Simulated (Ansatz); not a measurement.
# ClH4NOSi: the cost of one run

All numbers below are computed with Ansatz 0.2.0 (RKS BLYP-D4/6-31G).

## Step 1: The system as given

Bond lengths: N1–Si2 1.616 Å, Si2–O3 1.629 Å, Si2–Cl4 2.009 Å, N1–H5 1.062 Å, N1–H6 1.049 Å, Si2–H7 1.499 Å, O3–H8 0.904 Å. Angles: N1–Si2–O3 102.5°, N1–Si2–Cl4 112.3°, N1–Si2–H7 110.3°, O3–Si2–Cl4 107.3°, O3–Si2–H7 113.8°, Cl4–Si2–H7 110.5°, Si2–N1–H5 110.9°, Si2–N1–H6 112.3°, H5–N1–H6 102.4°, Si2–O3–H8 116.3°.

Structure file:

```xyz
8

N    -0.8122    0.7561   -0.1939
Si    0.4618   -0.2369   -0.1611
O     0.4297   -0.7998    1.3671
Cl    0.2317   -1.8146   -1.3836
H    -0.9630    1.1471   -1.1702
H    -0.6543    1.6243    0.3739
H     1.7148    0.5126   -0.5024
H    -0.3164   -1.2459    1.6144
```

## Step 2: Relaxing end A

Input file input.yaml:

```yaml
crystal:
  periodic: [false, false, false]
  atoms:
    - { symbol: "N", position_ang: [-0.8122, 0.7561, -0.1939] }
    - { symbol: Si, position_ang: [0.4618, -0.2369, -0.1611] }
    - { symbol: O, position_ang: [0.4297, -0.7998, 1.3671] }
    - { symbol: Cl, position_ang: [0.2317, -1.8146, -1.3836] }
    - { symbol: H, position_ang: [-0.963, 1.1471, -1.1702] }
    - { symbol: H, position_ang: [-0.6543, 1.6243, 0.3739] }
    - { symbol: H, position_ang: [1.7148, 0.5126, -0.5024] }
    - { symbol: H, position_ang: [-0.3164, -1.2459, 1.6144] }
basis:
  gaussian: { orbitals: "6-31G" }
hamiltonian:
  xc: blyp
  dispersion: d4
relax:
  f_tol: 0.02
  max_steps: 50
```

Started as:

```bash
$ ansatz run input.yaml --threads 1 --pin off --max-ram 2048MiB --backend cpu --events-out ev --progress --plain --runs-dir out
```

Q: Estimate wall time and peak memory on 1 thread of Intel Xeon Platinum 8488C (Sapphire Rapids), shared host.

About 31 s, with a peak of 0.18 GiB.
